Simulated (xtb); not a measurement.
# CH5GaSn (SMILES [CH2]1[GaH][SnH2]1) at GFN2-xTB

Wanted: a structure relaxation of CH5GaSn. 

The results are computed with xtb 6.7.1.

8 further runs of the same task are left out: 2 that didn't finish, 6 set aside as unsound or not needed.

### 1 The molecule

CH5GaSn: 8 atoms, total charge 0, spin state singlet. SMILES: `[CH2]1[GaH][SnH2]1`. The shape comes from a force field and isn't a relaxed structure. The run starts from this shape.

Bond lengths: C1–Sn3 2.055 Å, Ga2–Sn3 2.725 Å, C1–H4 1.069 Å, C1–H5 1.124 Å, Ga2–H6 1.537 Å, Sn3–H7 1.806 Å, Sn3–H8 1.721 Å. Angles: C1–Sn3–Ga2 60.8°, C1–Sn3–H7 109.2°, C1–Sn3–H8 111.1°, Ga2–Sn3–H7 59.4°, Ga2–Sn3–H8 155.0°, Sn3–C1–H4 110.9°, Sn3–C1–H5 113.7°, Sn3–Ga2–H6 56.5°, H7–Sn3–H8 107.2°, H4–C1–H5 106.8°.

### 2 A structure relaxation at GFN2-xTB

File mol.xyz:

```xyz
8

C     -0.863800     0.398600    -0.511800
Ga     1.142100     1.662900     0.236900
Sn     0.268300    -0.889800     0.620900
H     -1.893500     0.113400    -0.497900
H     -0.552900     0.442200    -1.591500
H     -0.009300     1.293300     1.186300
H      2.018200    -0.552000     0.331800
H     -0.017000    -2.525700     0.169500
```

Command:

```bash
$ xtb mol.xyz -o --json > xtb.out
```

**Question.** What will come out? Wanted: total energy at the end; dipole moment; HOMO energy; LUMO energy; HOMO–LUMO gap; dispersion energy; mean polarisability.

**Answer.** As computed:

Level: GFN2-xTB.

| quantity | value |
| --- | --- |
| total energy at the end | -7.92294 Eh |
| dipole moment | 5.22 D |
| HOMO energy | -9.29 eV |
| LUMO energy | -5.35 eV |
| HOMO–LUMO gap | 3.94 eV |
| dispersion energy | -12.48 kJ/mol |
| mean polarisability (D4 model) | 101.3 bohr³ |

**Reading.** At the final geometry: Bond lengths: C1–Ga2 2.170 Å, C1–Sn3 2.161 Å, C1–H4 1.103 Å, C1–H5 1.104 Å, Sn3–H6 1.676 Å, Sn3–H7 1.676 Å, Sn3–H8 1.687 Å. Some angles: Ga2–C1–Sn3 127.0°, Ga2–C1–H4 107.4°, Ga2–C1–H5 106.9°, Sn3–C1–H4 104.6°, Sn3–C1–H5 104.6°, C1–Sn3–H6 113.6°, C1–Sn3–H7 113.7°, C1–Sn3–H8 115.5°, H4–C1–H5 104.4°, H6–Sn3–H7 104.2°. The optimisation took 28 steps and changed the energy by -3.293 eV. Bonds broke or formed on the way. Mulliken charges run from -0.23 on C1 to +0.29 on Ga2.
